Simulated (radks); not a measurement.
**H in 1s1: an all-electron calculation**

What are the levels of neutral hydrogen, how large are its shells, and how does its energy divide?

Method: Dirac Kohn-Sham, AM05, spin-unpolarised, spherical densities, finite nucleus. Code: radks (a radial shooting solver on a logarithmic mesh, Libxc functionals) version 1.

### Step 1. What is computed

| Property | Result |
| --- | --- |
| element | hydrogen (Z = 1) |
| charge | 0 |
| electrons | 1 |
| configuration | 1s1 |
| nuclear rms radius | 0.8783 fm |

Outer shells as boxes (Hund's rule):

H
```
1s [↑ ]
```

### Step 2. The run

The run's settings:

```text
Z 1
configuration 1s1 2s0 2p0
relativity Dirac
functional am05,am05
spin unpolarised
j_filling energy
nucleus finite rms 0.8783 fm
c 137.035999084
```

Command:

```sh
> python run_ks.py task.json out
```

The same process makes all the runs of this session.

What does the calculation give?

As calculated:

```
                        quantity                   value
                    total energy        -0.45235 hartree
exchange-correlation share of it                 53.44 %
                            −T/E                  0.9602
          highest occupied level        1s1/2, -6.329 eV
    most extended occupied level  1s1/2, <r> = 1.65 bohr
 radius at density 0.001 e/bohr³               3.01 bohr
    maxima of the radial density                       1
         ionisation energy, NIST      13.598 (theory) eV
```

What this shows: The radial density shows 1 maxima for 1 occupied principal shells. Minus the highest eigenvalue, 6.329 eV, is 47 % of the tabulated ionisation energy (13.598 eV); the potential of a semilocal functional falls off too fast, so its top eigenvalue is too shallow. Spin polarisation and multiplet splitting are left out.
